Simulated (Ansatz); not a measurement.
Crystal: VCrC2.

```
Cr V C
1.0
     1.46063    0.84330    4.73939
    -1.46063    0.84330    4.73939
     0.00000   -1.68659    4.73939
Cr V C
1 1 2
Direct
  0.50000 0.50000 0.50000
  0.00000 0.00000 0.00000
  0.24876 0.24876 0.24876
  0.75124 0.75124 0.75124
```

The cell comes from a database or a generator and needn't be the stable form of this composition.

Base run:

* Program: Ansatz 0.2.0
* Functional: PBE
* Potentials or basis: Ansatz PAW
* Cutoff: 420 eV (not typed: the program's choice for these potentials)
* k mesh: 11 × 11 × 11
* Occupations: fermi-dirac, width 0.05 eV
* Spin: no spin polarisation

Its results: band gap on the k mesh none (metal or under the smearing width); pressure -2.8 GPa; largest force 0.031 eV/Å.

Problem. The run is repeated on the same cell with these changes: spin from no spin polarisation to collinear spin, ferromagnetic start. What comes out?

Solution. Band gap on the k mesh none (metal or under the smearing width); pressure 0.4 GPa; net moment 1.09 μB per cell; site moments Cr +1.05; V -0.00; C -0.05 μB; largest force 0.020 eV/Å.
